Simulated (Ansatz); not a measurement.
Task: an atomisation energy of CH3BrMgO, SMILES C[O][Mg][Br], with the Python package of Ansatz (0.2.0). Give the script and its output. Use (for the species named): B3LYP, def2-SVP basis, multiplicity 1, D3BJ dispersion.

```xyz
7

C     0.7506    0.8082    0.1798
O     0.9621   -0.5020    0.3792
Mg   -0.7649   -1.4271   -0.1438
Br   -2.8127   -2.5944   -0.7811
H     0.4481    1.0104   -0.9166
H    -0.1491    1.1848    0.8045
H     1.6270    1.4522    0.4323
```

Script `tae_ch3brmgo.py`:
```python
"""Energy to split CH3BrMgO into its atoms."""

from collections import Counter

import ansatz as az


def single_point(molecule, charge=0, unpaired=0):
    calc = (
        molecule.calculation()
        .basis(gaussian="def2-SVP")
        .functional("B3LYP", dispersion="d3bj")
    )
    if charge:
        calc = calc.charge(charge)
    if unpaired:
        calc = calc.spin("collinear", total=unpaired)
    return calc.run(threads=1, pin="off").report["free_energy_ev"]


def main() -> None:
    geometry_ang = [
        ("C", (0.7506, 0.8082, 0.1798)),
        ("O", (0.9621, -0.502, 0.3792)),
        ("Mg", (-0.7649, -1.4271, -0.1438)),
        ("Br", (-2.8127, -2.5944, -0.7811)),
        ("H", (0.4481, 1.0104, -0.9166)),
        ("H", (-0.1491, 1.1848, 0.8045)),
        ("H", (1.627, 1.4522, 0.4323)),
    ]
    mol = az.Crystal.molecule()
    for symbol, xyz in geometry_ang:
        mol = mol.atom(symbol, xyz)

    # Hund ground states
    unpaired = {"C": 2, "O": 2, "Mg": 0, "Br": 1, "H": 1}
    counts = Counter(site.symbol for site in mol.cartesian_sites)
    atom_energy = {s: single_point(az.Crystal.molecule().atom(s, (0, 0, 0)), 0, unpaired[s]) for s in counts}
    whole = single_point(mol, 0, 0)
    for s, e in atom_energy.items():
        print(f"{s:2s} x{counts[s]}  {e:14.5f} eV")
    print(f"CH3BrMgO: {whole:.5f} eV")
    split = sum(counts[s] * e for s, e in atom_energy.items()) - whole
    print(f"atomisation energy (no zero-point term): {23.060548 * split:.1f} kcal/mol, {split / sum(counts.values()):.3f} eV an atom")


if __name__ == "__main__":
    main()
```

```console
$ python tae_ch3brmgo.py
C  x1     -1028.97301 eV
O  x1     -2040.87461 eV
Mg x1     -5442.82753 eV
Br x1    -70037.38801 eV
H  x3       -13.63995 eV
CH3BrMgO: -78614.58905 eV
atomisation energy (no zero-point term): 544.4 kcal/mol, 3.372 eV an atom
```

544.4 kcal/mol from the electronic energies, without the zero-point term.

Notes:
- Total energies depend on the basis set; only differences at equal settings carry meaning.
- The geometry is a force-field or estimated start, not a minimum of this method, and the basis set is short of its limit. All parts are taken at fixed geometry, without zero-point energy.
- b3lyp holds the VWN-RPA fit, as in Gaussian; the form of ORCA and Turbomole is b3lyp5.
- The spin-orbit lowering of heavy atoms is left out.
- Run time: 4.8 s on 1 thread of Arm Neoverse V1, with other jobs on the host, peak memory 0.24 GiB.
